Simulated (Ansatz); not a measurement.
KLuO3 and its elements: a formation energy from the elements, run with Ansatz's Python interface.

The script reads `kluo3_kluo3.vasp`:
```text
KLuO3
1.0
   4.37563500    0.00000000    0.00000000
   0.00000000    4.37563500    0.00000000
   0.00000000    0.00000000    4.37563500
K Lu O
1 1 3
Direct
   0.00000000    0.00000000    0.00000000
   0.50000000    0.50000000    0.50000000
   0.50000000    0.50000000    0.00000000
   0.50000000    0.00000000    0.50000000
   0.00000000    0.50000000    0.50000000
```

`kluo3_k.cif`
```cif
data_K
_cell_length_a 4.524983
_cell_length_b 4.524983
_cell_length_c 4.524983
_cell_angle_alpha 109.47122
_cell_angle_beta 109.47122
_cell_angle_gamma 109.47122
_symmetry_space_group_name_H-M 'P 1'
_symmetry_Int_Tables_number 1
loop_
_symmetry_equiv_pos_as_xyz
'x, y, z'
loop_
_atom_site_label
_atom_site_type_symbol
_atom_site_fract_x
_atom_site_fract_y
_atom_site_fract_z
K1 K    0.000000    0.000000    0.000000
```

Input file `kluo3_lu.vasp`:
```text
Lu
1.0
   3.50310000    0.00000000    0.00000000
  -1.75155000    3.03377359    0.00000000
   0.00000000    0.00000000    5.55090000
Lu
2
Direct
   0.33333333    0.66666667    0.25000000
   0.66666667    0.33333333    0.75000000
```

The script reads `kluo3_o2.cif`:
```cif
data_O
_cell_length_a 9.000000
_cell_length_b 9.500000
_cell_length_c 10.000000
_cell_angle_alpha 90.00000
_cell_angle_beta 90.00000
_cell_angle_gamma 90.00000
_symmetry_space_group_name_H-M 'P 1'
_symmetry_Int_Tables_number 1
loop_
_symmetry_equiv_pos_as_xyz
'x, y, z'
loop_
_atom_site_label
_atom_site_type_symbol
_atom_site_fract_x
_atom_site_fract_y
_atom_site_fract_z
O1 O    0.500000    0.500000    0.438500
O2 O    0.500000    0.500000    0.561500
```

The script, `kluo3_formation.py`:
```python
from collections import Counter
import warnings

import ansatz as az
from ase.io import read
import numpy as np

config = {
    "functional": "lda",
    "cutoff": 460,
    "k_spacing": 0.27,
    "occupations": "fermi_dirac",
    "sigma": 0.02,
}

POLARISED = {"O2"}

GASES = {"O2"}


def run_phase(name, crystal):
    calc = (
        crystal.calculation()
        .functional(config["functional"])
        .basis(config["cutoff"])
        .kpoints(spacing=config["k_spacing"])
        .occupations(config["occupations"], width=config["sigma"])
        .stress()
    )
    if name in POLARISED:
        calc = calc.spin("collinear")
    if name in GASES:
        return calc.kpoints(1, 1, 1).relax(force_tolerance=0.02).run()
    calc = calc.relax(force_tolerance=0.02, fix_cell=["shape"])
    return calc.run()


def counts(outcome):
    return Counter(site.symbol for site in outcome.lattice.sites)

def formation_energy(outcome, mu):
    n = counts(outcome)
    return (outcome.report["energy_sigma0_ev"] - sum(k * mu[element] for element, k in n.items())) / sum(n.values())


def volume_per_atom(outcome):
    return abs(np.linalg.det(outcome.lattice.cell_ang)) / len(outcome.lattice.sites)

warnings.simplefilter("ignore")

phases = {}
atoms = read("kluo3_kluo3.vasp", format="vasp")
kluo3 = az.Crystal.from_ase(atoms)
phases["KLuO3"] = kluo3
atoms = read("kluo3_k.cif")
k = az.Crystal.from_ase(atoms)
phases["K"] = k
atoms = read("kluo3_lu.vasp", format="vasp")
lu = az.Crystal.from_ase(atoms)
phases["Lu"] = lu
atoms = read("kluo3_o2.cif")
o2 = az.Crystal.from_ase(atoms).moments(O=1.0)
phases["O2"] = o2

done = {}
for name, crystal in phases.items():
    done[name] = run_phase(name, crystal)
    print(f"{name}: {done[name].report['energy_sigma0_ev']:.4f} eV, {len(done[name].lattice.sites)} atoms")

references = {"K": "K", "Lu": "Lu", "O": "O2"}
mu = {element: done[name].report["energy_sigma0_ev"] / len(done[name].lattice.sites) for element, name in references.items()}

target = done["KLuO3"]
heat = formation_energy(target, mu)
for element, value in mu.items():
    print(f"mu({element}) = {value:.4f} eV from {references[element]}, {volume_per_atom(done[references[element]]):.2f} A^3/atom")
print(f"formation energy of KLuO3: {heat:.4f} eV/atom = {96.4853 * heat:.1f} kJ/mol of atoms")
```

Is KLuO3 bound against its elements at this level, and by how much?

The formation energy is -2.146 eV an atom (-207.1 kJ per mole of atoms), so KLuO3 lies below the reference phases.

What the script printed:

```console
$ python kluo3_formation.py
KLuO3: -17657.0497 eV, 5 atoms
K: -1496.2522 eV, 1 atoms
Lu: -28985.9674 eV, 2 atoms
O2: -1104.7215 eV, 2 atoms
mu(K) = -1496.2522 eV from K, 64.15 A^3/atom
mu(Lu) = -14492.9837 eV from Lu, 26.04 A^3/atom
mu(O) = -552.3608 eV from O2, 427.50 A^3/atom
formation energy of KLuO3: -2.1463 eV/atom = -207.1 kJ/mol of atoms
```

Total energies depend on the potentials; only differences at equal settings carry meaning. Other magnetic orders than the one started from may lie lower. For the metals among these phases the mesh is modest: differences between phases can be off by up to 40 meV an atom. The program warned that this SCF threshold is loose for forces or stresses. Atoms and volume are relaxed with the cell's shape held, which in cells of lower than cubic symmetry can hide stresses and shift volumes. The cells come from databases of deposited and of computed structures, and not all need be stable phases. The compound is the structure given, not necessarily its lowest; energies are at zero temperature, with no correction for gases. Magnetic phases start from parallel moments and may not end in their lowest magnetic state. A semilocal functional's error on such energies is often 0.05 to 0.1 eV an atom, and 0.1 to 0.3 eV against gases such as O2 or F2. The script silences warnings, which a real study should read. It ran for 61 s on 1 thread of Arm Neoverse V1, on a shared host, peak memory 0.76 GiB.
